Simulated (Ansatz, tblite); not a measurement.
**BiH2(OtBu) (C₄H₁₁BiO): a ladder of methods and basis sets**

Aim: run the singlet of BiH2(OtBu) (C₄H₁₁BiO) at one geometry on many levels, and compare frontier levels, spin and run time.

Program: Ansatz 0.2.0, Gaussian basis. Level of theory: as each input shows. These are calculated values, not measurements.

The runs, in order: GFN1-xTB, GFN2-xTB, PBE-D4/def2-TZVP, r2SCAN-D4/def2-TZVP, LC-ωPBE/def2-TZVP, CAM-B3LYP-D4/def2-TZVP, B3LYP-D4/def2-TZVP, PBE-D4/def2-SVP, PBE0-D4/def2-SVP, CCSD(T)/def2-SVP, MP2/def2-TZVP.

2 further runs of the same task are left out: 2 set aside as unsound or not needed.

### 1 The relaxed structure

The geometry is that of the singlet, from an earlier relaxation (PBE-D4/def2-SVP).

17 atoms, charge 0, spin multiplicity 1.

Bond lengths: Bi1–O6 2.156 Å, Bi1–H7 1.824 Å, Bi1–H8 1.827 Å, C2–C3 1.540 Å, C2–C4 1.539 Å, C2–C5 1.540 Å, C2–O6 1.426 Å, C3–H9 1.109 Å, C3–H10 1.112 Å, C3–H11 1.108 Å, C4–H12 1.108 Å, C4–H13 1.109 Å, C4–H14 1.108 Å, C5–H15 1.112 Å, C5–H16 1.108 Å, C5–H17 1.109 Å. Angles: O6–Bi1–H7 91.4°, O6–Bi1–H8 92.5°, H7–Bi1–H8 89.0°, C3–C2–C4 109.9°, C3–C2–C5 110.4°, C3–C2–O6 111.3°, C4–C2–C5 109.9°, C4–C2–O6 103.9°, C5–C2–O6 111.2°, C2–C3–H9 112.0°, C2–C3–H10 110.9°, C2–C3–H11 110.1°, H9–C3–H10 107.1°, H9–C3–H11 108.5°, H10–C3–H11 108.2°, C2–C4–H12 109.9°, C2–C4–H13 111.3°, C2–C4–H14 109.8° and more.

Bi takes a core potential in the def2 sets. No spin-orbit coupling is included.

PBE0-D4/def2-TZVP was run before; its log isn't repeated, and its numbers join the tables.

### 2 GFN1-xTB

Tight binding, by tblite at 300 K electronic temperature and without a spin-polarisation term:

```python
tblite.interface.Calculator('GFN1-xTB', numbers, positions, charge=0, uhf=0).singlepoint()
```

Energy -580.3616 eV, HOMO -10.98 eV, LUMO -4.52 eV; 0.013 s.

### 3 GFN2-xTB

Tight binding, by tblite at 300 K electronic temperature and without a spin-polarisation term:

```python
tblite.interface.Calculator('GFN2-xTB', numbers, positions, charge=0, uhf=0).singlepoint()
```

Energy -560.6222 eV, HOMO -10.46 eV, LUMO -4.80 eV; 0.008 s.

### 4 PBE-D4/def2-TZVP

start.molden holds the orbitals of an earlier run on this state, given as this run's starting guess.

in.yaml reads:

```yaml
crystal:
  periodic: [false, false, false]
  atoms:
    - {symbol: Bi, position_ang: [1.477841, 2.352544, 0.176360]}
    - {symbol: C, position_ang: [-0.160156, -0.287959, -0.056860]}
    - {symbol: C, position_ang: [-1.344346, 0.342161, 0.699580]}
    - {symbol: C, position_ang: [-0.680653, -1.283181, -1.109219]}
    - {symbol: C, position_ang: [0.781716, -1.009367, 0.925341]}
    - {symbol: O, position_ang: [0.542487, 0.687568, -0.824509]}
    - {symbol: H, position_ang: [2.928292, 2.256104, -0.925404]}
    - {symbol: H, position_ang: [0.730490, 3.564407, -0.968240]}
    - {symbol: H, position_ang: [-1.956531, -0.421353, 1.222225]}
    - {symbol: H, position_ang: [-0.986689, 1.058609, 1.471133]}
    - {symbol: H, position_ang: [-1.997229, 0.892660, -0.006860]}
    - {symbol: H, position_ang: [-1.336223, -0.758346, -1.831540]}
    - {symbol: H, position_ang: [-1.253873, -2.106772, -0.637014]}
    - {symbol: H, position_ang: [0.170577, -1.715263, -1.671072]}
    - {symbol: H, position_ang: [1.157569, -0.309252, 1.702911]}
    - {symbol: H, position_ang: [1.654435, -1.420929, 0.379973]}
    - {symbol: H, position_ang: [0.272302, -1.841631, 1.453187]}
basis:
  gaussian: {orbitals: def2-TZVP, initial_orbitals: start.molden}
hamiltonian: {xc: pbe, dispersion: d4}
scf: {omitted_lower_state_checks: [starts]}
output: {forces: true, orbitals: {seedname: orbitals}}
```

Command:

```sh
> ansatz run in.yaml --threads 4 --pin off --events-out ev --progress --plain --max-ram 4787MiB
```

Further steps of the session: r2SCAN-D4/def2-TZVP; LC-ωPBE/def2-TZVP; CAM-B3LYP-D4/def2-TZVP; B3LYP-D4/def2-TZVP; PBE-D4/def2-SVP; PBE0-D4/def2-SVP; CCSD(T)/def2-SVP; MP2/def2-TZVP.

Q: Predict the results of all the runs planned. Wanted: gap in def2-TZVP, named functionals, smallest and largest; correlation energy, CCSD(T)/def2-SVP; correlation energy, MP2/def2-TZVP; binding an atom, CCSD(T)/def2-SVP; PBE0 total energy, smallest basis above largest.

**Answer**, as computed:

| quantity | value |
| --- | --- |
| gap in def2-TZVP, named functionals, smallest and largest | 3.63 eV (PBE-D4), 10.43 eV (LC-ωPBE) |
| correlation energy, CCSD(T)/def2-SVP | -27.34 eV |
| correlation energy, MP2/def2-TZVP | -37.26 eV |
| binding an atom, CCSD(T)/def2-SVP | 3.559 eV |
| PBE0 total energy, smallest basis above largest | 7.33 eV (def2-SVP, def2-TZVP) |

**Reading.** Orbital gaps of the named functionals in def2-TZVP span 3.63 eV (PBE-D4) to 10.43 eV (LC-ωPBE); exact exchange widens it. The functionals in def2-TZVP miss CCSD(T)/def2-SVP by +0.143 (LC-ωPBE) to +0.263 eV (PBE-D4) an atom. The yardstick is in a double-zeta basis, so levels in larger sets aren't compared like for like. The reference is CCSD(T) in one finite basis, so it carries an error of its own, often a tenth of an eV or more, and near misses can't be ranked.
